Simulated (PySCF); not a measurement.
# [CoS2]-: structure of the quintet

Aim: relax [CoS2]- as a quintet from a linear start, check by its vibrations whether the end is a minimum, and collect its spectrum and constants.

The runs use PySCF 2.14.0; B3LYP, basis Co def2-SVPD, S def2-SVPD, no relativity, density fitting.

## (1) The starting structure

3 atoms, charge -1, spin multiplicity 5.

Bond lengths: Co1–S2 1.970 Å, Co1–S3 1.970 Å. Angles: S2–Co1–S3 180.0°.

Coordinates in bohr (charge -1 multiplicity 5):
```
Co    0.0000    0.0000    0.0000
S     0.0000    0.0000    3.7228
S     0.0000    0.0000   -3.7228
```

## (2) Relaxing the quintet from the linear start

One driver script runs all steps and calls PySCF; scf.py shows how it sets up the SCF of each step. The optimiser is the driver's own. Before each start the driver seeks the lowest SCF state from one or more starting densities and follows internal instabilities, so scf.py alone need not reach the same state.

The program finds D∞h symmetry in the start, which this walk keeps. The walk stops when the largest gradient is under 0.0003 Eh/bohr and the energy has settled too.

The input, scf.py:

```python
from pyscf import gto, scf, dft
mol = gto.M(atom='''
Co     0.000000     0.000000     0.000000
S      0.000000     0.000000     1.970000
S      0.000000     0.000000    -1.970000''',
    basis={'Co': 'def2-SVPD', 'S': 'def2-SVPD'},
    charge=-1, spin=4)
mf = dft.UKS(mol, xc='B3LYP')
mf.grids.atom_grid = (50, 194)
aux = {'Co': 'def2-universal-JKFIT', 'S': 'def2-universal-JKFIT'}
mf = mf.density_fit(auxbasis=aux)
mf.kernel()
```

Energy and gradient, step by step:

| step | energy (Eh) | change (kJ/mol) | largest symmetric gradient (Eh/bohr) |
| --- | --- | --- | --- |
| 0 | -2178.907244 | 0.00 | 0.05935 |
| 1 | -2178.919808 | -32.99 | 0.01566 |
| 2 | -2178.920996 | -36.11 | 0.00382 |
| 3 | -2178.921080 | -36.33 | 0.00037 |
| 4 | -2178.921081 | -36.33 | 0.00001 |

The walk needed 6.8 s of wall time on 4 threads, shared host.

After 4 steps and 36.3 kJ/mol it ends at D∞h: Co–S 2.107 Å (×2); S–Co–S 180.0°.

## (3) Frequencies

The point is checked on the finer grid, and tightened if its gradient asks for it. The Hessian and the dipole derivatives come from central differences of analytic gradients, with steps of 0.01 bohr.

scf.py: that of step 2 with these lines changed.

```diff
@@ -3,3 +3,3 @@
-Co     0.000000     0.000000     0.000000
-S      0.000000     0.000000     1.970000
-S      0.000000     0.000000    -1.970000''',
+Co    -0.000000     0.000000     0.000000
+S     -0.000000     0.000000     2.106535
+S      0.000000     0.000000    -2.106535''',
@@ -9 +9 @@
-mf.grids.atom_grid = (50, 194)
+mf.grids.atom_grid = (75, 302)
```

The driver hands on the density of the step before, so the log starts near convergence.

SCF at the final geometry:

```text
init E= -2178.92112761391
[... the frontier-level lines of each cycle are left out ...]
cycle= 1 E= -2178.92112761162  delta_E= 2.29e-09  |g|= 9.37e-05  |ddm|= 8.55e-05
cycle= 2 E= -2178.92112752227  delta_E= 8.94e-08  |g|= 0.000498  |ddm|= 0.000368
cycle= 3 E= -2178.92112761595  delta_E= -9.37e-08  |g|= 1.16e-05  |ddm|= 0.000306
cycle= 4 E= -2178.92112761624  delta_E= -2.83e-10  |g|= 1.14e-05  |ddm|= 1.63e-05
cycle= 5 E= -2178.92112761624  delta_E= -3.64e-12  |g|= 1.14e-05  |ddm|= 8.23e-08
cycle= 6 E= -2178.92112761623  delta_E= 1e-11  |g|= 1.14e-05  |ddm|= 4.04e-08
cycle= 7 E= -2178.92112761624  delta_E= -7.28e-12  |g|= 1.14e-05  |ddm|= 7.23e-10
cycle= 8 E= -2178.92112761624  delta_E= -9.09e-13  |g|= 1.14e-05  |ddm|= 1.52e-09
cycle= 9 E= -2178.92112761624  delta_E= -5.91e-12  |g|= 1.14e-05  |ddm|= 1.4e-09
cycle= 10 E= -2178.92112761624  delta_E= 5.91e-12  |g|= 1.14e-05  |ddm|= 4.63e-10
cycle= 11 E= -2178.92112761624  delta_E= -3.64e-12  |g|= 1.14e-05  |ddm|= 2.13e-09
cycle= 12 E= -2178.92112761707  delta_E= -8.34e-10  |g|= 1.14e-05  |ddm|= 4.71e-05
cycle= 13 E= -2178.92112761735  delta_E= -2.73e-10  |g|= 1.14e-05  |ddm|= 1.53e-05
cycle= 14 E= -2178.92112761684  delta_E= 5.04e-10  |g|= 1.16e-05  |ddm|= 2.8e-05
cycle= 15 E= -2178.92112760617  delta_E= 1.07e-08  |g|= 1.52e-05  |ddm|= 0.000613
cycle= 16 E= -2178.92112761685  delta_E= -1.07e-08  |g|= 1.18e-05  |ddm|= 0.000614
cycle= 17 E= -2178.92112752843  delta_E= 8.84e-08  |g|= 8.04e-06  |ddm|= 0.00953
cycle= 18 E= -2178.92112752853  delta_E= -1e-10  |g|= 7.67e-06  |ddm|= 0.000122
cycle= 19 E= -2178.92112752834  delta_E= 1.85e-10  |g|= 4.95e-06  |ddm|= 0.000376
cycle= 20 E= -2178.92112752833  delta_E= 1.14e-11  |g|= 8.9e-07  |ddm|= 9.31e-05
Extra cycle  E= -2178.92112752833  delta_E= 4.55e-13  |g|= 4.18e-06  |ddm|= 3.47e-06
converged SCF energy = -2178.92112752833  <S^2> = 6.0225632  2S+1 = 5.0090172
```

The whole step took 14 s.

Geometry: D∞h; Co–S 2.107 Å (×2); S–Co–S 180.0°.

Harmonic modes (main isotopes):

| ω (cm⁻¹) | IR (km/mol) | μ (u) | type |
| --- | --- | --- | --- |
| 53 | 31.9 | 41.96 | bend |
| 53 | 31.9 | 41.96 | bend |
| 373 | 0.0 | 31.97 | stretch |
| 509 | 119 | 41.96 | stretch |

Every mode is real; the point is a minimum.

The SCF density has lower symmetry than the nuclear frame, so the modes carry no labels; pairs that should be degenerate can split.

Properties at this point:

```
Dipole moment about the centre of mass                          : 0.00 D
Highest occupied level                                          : -1.70 eV
Lowest empty level                                              : 0.67 eV
Rotational constants                                            : 0.05941 cm⁻¹
Zero-point energy                                               : 5.9 kJ/mol
Principal polarisabilities                                      : 77.5, 77.5, 220.6 bohr³
Principal traceless quadrupole moments about the centre of mass : -29.44, 14.72, 14.72 D Å
Entropy at 298.15 K and 1 bar (electronic part: spin only)      : 299.1 J/(mol K)
Heat capacity Cp at 298.15 K                                    : 57.2 J/(mol K)
Enthalpy at 298.15 K above 0 K                                  : 14.48 kJ/mol
Rotational symmetry number                                      : 2
Spin squared ⟨S²⟩                                               : 6.023
```

Populations by atom (charges in e):

| atom | Mulliken | Löwdin | polar tensor | spin (Mulliken) | Mayer order to Co1 |
| --- | --- | --- | --- | --- | --- |
| Co1 | 0.62 | 0.30 | 0.83 | 2.84 | – |
| S2,3 | -0.81 | -0.65 | -0.92 | 0.58 | 1.40 |

Outer orbital energies (eV). α occupied: -6.29, -5.23, -3.42, -2.67, -2.65, -2.65, -1.88, -1.88; empty: 3.23, 3.79, 4.31, 4.31. β occupied: -12.36, -4.26, -3.64, -3.31, -3.31, -2.44, -1.70, -1.70; empty: 0.67, 0.84, 0.84, 2.01.

Mulliken populations on Co1: s 6.59, p 12.51, d 7.27, f 0.00.

## (4) What came out

| quantity | value |
| --- | --- |
| minimum | quintet, D∞h |
| geometry | Co–S 2.107 Å (×2); S–Co–S 180.0° |
| wavenumbers (cm⁻¹) | 53, 53, 373, 509 |
| dipole moment (centre of mass) | 0.00 D |
| highest occupied, lowest empty level (either spin) | -1.70, 0.67 eV |
| polar-tensor charge of Co1 | +0.83 e |
| zero-point energy | 5.9 kJ/mol |
| entropy at 298.15 K | 299.1 J/(mol K) |
| ⟨S²⟩ | 6.023 |

What this shows: The molecule stays D∞h, as typed, and the end point is a minimum. In the infrared the band at 509 cm⁻¹ (stretch) leads. Most of the spin sits on Co1 (Mulliken spin 2.84, against 4 for the whole molecule). Other starts or spin states, not run here, may lie lower. The SCF density has lower symmetry than the nuclear frame. Take wavenumbers under 90 cm⁻¹ as rough. One determinant may miss the lowest occupation of an open d or f shell.

The search up to here took 36 s.
